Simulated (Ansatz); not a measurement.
**C3H9Cl2GaSi: a ladder of functionals and wavefunction methods**

An exercise on one series of results from a longer session: the logs are not shown, and one member is left open.

Computed with Ansatz 0.2.0, Gaussian basis. Level: functionals in def2-TZVPP, the program's frozen cores in correlated methods.

The runs, in order: LDA (SPW92), PBE-D4, revPBE-D4, BLYP-D4, r2SCAN-D4, B97M-V, PBE0-D4, B3LYP-D4, r2SCANh-D4, r2SCAN0-D4, HSE06-D4, BHLYP-D4, CAM-B3LYP-D4, LC-ωPBE, ωB97X-V, ωB97M-V, B2PLYP, PBE-QIDH; CCSD(T)/def2-SVP; CCSD(T)/def2-TZVPP; MP2/def2-QZVPP; extrapolation to the limit; RPA on PBE.

## The relaxed structure

An earlier PBE0-D4 in a triple-zeta def2 set relaxation fixed the geometry.

SMILES `C[Si](C)(C)[Ga]([Cl])[Cl]`, 16 atoms, charge 0, spin multiplicity 1.

Atoms are counted from 1 here; the program's logs count them from 0.

Bond lengths: C1–Si2 1.874 Å, C1–H8 1.092 Å, C1–H9 1.092 Å, C1–H10 1.094 Å, Si2–C3 1.871 Å, Si2–C4 1.874 Å, Si2–Ga5 2.412 Å, C3–H11 1.092 Å, C3–H12 1.094 Å, C3–H13 1.092 Å, C4–H14 1.092 Å, C4–H15 1.095 Å, C4–H16 1.092 Å, Ga5–Cl6 2.159 Å, Ga5–Cl7 2.156 Å. Angles: Si2–C1–H8 111.7°, Si2–C1–H9 111.3°, Si2–C1–H10 109.8°, H8–C1–H9 108.1°, H8–C1–H10 107.8°, H9–C1–H10 108.0°, C1–Si2–C3 111.4°, C1–Si2–C4 110.5°, C1–Si2–Ga5 107.5°, C3–Si2–C4 111.2°, C3–Si2–Ga5 108.6°, C4–Si2–Ga5 107.4°, Si2–C3–H11 111.3°, Si2–C3–H12 110.1°, Si2–C3–H13 111.4°, H11–C3–H12 108.1°, H11–C3–H13 107.8°, H12–C3–H13 108.0° and more.

Set-up of the first run:

The input, in.yaml:

```yaml
crystal:
  periodic: [false, false, false]
  atoms:
    - {symbol: C, position_ang: [0.434363, 0.864981, 1.635305]}
    - {symbol: Si, position_ang: [0.025870, -0.073323, 0.065935]}
    - {symbol: C, position_ang: [1.416902, -1.225749, -0.421294]}
    - {symbol: C, position_ang: [-1.589094, -1.004095, 0.260750]}
    - {symbol: Ga, position_ang: [-0.282516, 1.549157, -1.691389]}
    - {symbol: Cl, position_ang: [-1.685397, 3.183469, -1.549364]}
    - {symbol: Cl, position_ang: [0.769640, 1.562058, -3.573744]}
    - {symbol: H, position_ang: [1.375747, 1.411749, 1.545410]}
    - {symbol: H, position_ang: [-0.351507, 1.581459, 1.884718]}
    - {symbol: H, position_ang: [0.531676, 0.165278, 2.471278]}
    - {symbol: H, position_ang: [1.191699, -1.748063, -1.353748]}
    - {symbol: H, position_ang: [1.574479, -1.976751, 0.358869]}
    - {symbol: H, position_ang: [2.353829, -0.682169, -0.561591]}
    - {symbol: H, position_ang: [-1.849588, -1.555774, -0.645342]}
    - {symbol: H, position_ang: [-1.503013, -1.725854, 1.079110]}
    - {symbol: H, position_ang: [-2.413080, -0.326392, 0.495106]}
basis:
  gaussian: {orbitals: def2-TZVPP}
hamiltonian: {xc: lda}
output: {orbitals: {seedname: orbitals}}
```

Started as:

```bash
$ ansatz run in.yaml --threads 2 --pin off --events-out ev --progress --plain --max-ram 22528MiB --backend cuda --devices 0, --max-vram 18GiB
```

Among the steps run: LDA; PBE-D4 (GGA); revPBE-D4 (GGA); BLYP-D4 (GGA); r2SCAN-D4 (meta-GGA); B97M-V (meta-GGA); B3LYP-D4 (hybrid); r2SCANh-D4 (hybrid); r2SCAN0-D4 (hybrid); HSE06-D4 (hybrid); BHLYP-D4 (hybrid); CAM-B3LYP-D4 (range-separated); LC-ωPBE (range-separated); ωB97X-V (range-separated); ωB97M-V (range-separated); B2PLYP (double hybrid); PBE-QIDH (double hybrid).

One table of the session follows, with a row left open; its other results are not shown here.

It belongs to the step «Orbital energies across the functionals». 

```
  functional  HOMO (eV)  LUMO (eV)  gap (eV)
 LDA (SPW92)      -6.68      -2.65      4.03
      PBE-D4      -6.54      -2.38      4.16
   revPBE-D4      -6.49      -2.26      4.23
     BLYP-D4      -6.40      -2.27      4.13
   r2SCAN-D4      -6.82      -2.26      4.56
      B97M-V      -6.86      -2.35      4.51
     PBE0-D4      -7.66      -1.66      6.00
    B3LYP-D4          ?          ?         ?
  r2SCANh-D4      -7.22      -1.99      5.23
  r2SCAN0-D4      -7.84      -1.60      6.24
    HSE06-D4      -7.27      -2.03      5.24
    BHLYP-D4      -8.68      -0.90      7.78
CAM-B3LYP-D4      -8.91      -0.73      8.18
     LC-ωPBE     -10.17       0.37     10.54
     ωB97X-V      -9.85       0.22     10.07
     ωB97M-V      -9.66       0.04      9.70
```

Estimate the missing values for B3LYP-D4.

Worked estimate for «HOMO (eV)». Against the share of exact exchange, BLYP-D4 (0, -6.40), BHLYP-D4 (0.5, -8.68) give a slope of -4.56 per unit share; at 0.2 the line stands at -7.31.

**Answer.** HOMO (eV): -7.47; LUMO (eV): -1.87; gap (eV): 5.59. In «HOMO (eV)» the line misses by +0.16.
